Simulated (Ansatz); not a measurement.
# I: a tetragonal deformation path

One table from this session's results is given with a row withheld; the runs are named, their logs left out.

Program: Ansatz 0.2.0. Level of theory: DFT PBEsol, scalar-relativistic, plane waves, PAW. These are calculated values, not measurements.

1 further run of the same task is left out (set aside as unsound or not needed).

## The system as given

Symmetry: I4/mmm, No. 139, tetragonal system. Conventional cell: a = 3.235 Å, b = 3.235 Å, c = 8.530 Å, α = 90.00°, β = 90.00°, γ = 90.00°. Around I (site symmetry 4/mmm) lie 4 I at 3.23 Å.

Structure file:

```
CELL_PARAMETERS angstrom
-1.61746 1.61746 4.26481
1.61746 -1.61746 4.26481
1.61746 1.61746 -4.26481
ATOMIC_POSITIONS crystal
I 0.00000 0.00000 0.00000
```

Source of the structure: the Materials Project (structure only).

Set-up of the first run:

Contents of input.yaml:

```yaml
crystal:
  lattice:
    - [-1.617456, 1.617456, 4.264808]
    - [1.617456, -1.617456, 4.264808]
    - [1.617456, 1.617456, -4.264808]
  atoms:
    - { symbol: I, position: [0.0, 0.0, 0.0] }
basis:
  ecutwfc: 420
kpoints:
  mp_grid: { grid: [8, 8, 8] }
hamiltonian:
  xc: pbesol
scf:
  occupations: { method: gaussian, width: 0.1 }
output:
  forces: true
  stress: true
  eigenvalues: true
```

Steps of the session up to this table: Probe: one point at the start; The reference: the undisturbed cell on the scan's mesh; Point ρ = 0.850; Point ρ = 1.200; ρ = 0.920; Point ρ = 1.100.

One table of the session follows, with a row left open; its other results are not shown here.

Collected from the runs (energy zero: the undisturbed cell):

| ρ | ΔE (meV/atom) | pressure (GPa) |
| --- | --- | --- |
| 0.850 | 112.6 | -4.0 |
| 0.920 | 41.7 | -3.0 |
| 1.000 | 0.0 | -1.5 |
| 1.100 | ? | ? |
| 1.200 | 73.8 | 4.0 |

Q: Estimate the row for ρ = 1.100 from the others.

Worked estimate for «ΔE (meV/atom)». A straight line through the neighbours (1.000, 0.0) and (1.200, 73.8) gives 0.0 + (73.8 − 0.0) × (1.100 − 1.000) / (1.200 − 1.000) = 36.9; a parabola fitted to 3 rows on both sides gives 5.1.

As computed: ΔE (meV/atom): 5.3; pressure (GPa): 1.0. In «ΔE (meV/atom)» the line misses by +31.6 and the parabola by -0.2.

Caveats from the session: Spin polarisation is off in the runs that give these values; a magnetic solution could lie lower. Layers here are held mostly by dispersion, which this level lacks, so their spacing and the stiffness across them are unreliable there.
